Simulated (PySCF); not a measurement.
# BrGa (Gallium Monobromide): the cost of one run

Programs: PySCF 2.14.0, with routines of our own; each step states its level. All values are computed. Atoms count from 0.

## Step 1: The starting structure

2 atoms, charge 0, multiplicity 1; geometry from: GFN2-xTB.

## Step 2: Relaxing the molecule at PBE0-D3(BJ)/def2-SVP

What the job is given:

```
{"job": {"xc": "PBE0", "basis": "def2-SVP", "d3": "d3bj", "grid": 1, "maxiter": 30, "shake": 0.01, "kind": "geom"}, "charge": 0, "multiplicity": 1}
Ga     1.222410    -0.028970     0.001960
Br    -1.204920     0.000150    -0.014090
```

Launch:

```sh
> OMP_NUM_THREADS=1 python heavy_run.py task.json out
```

The driver reads the jobs from task.json and runs them one after another.

**Question.** How long does this first job take on 1 thread of Arm Neoverse N1, shared host, and how much memory does it need?

About 9.4 s, with a peak of 0.29 GiB.
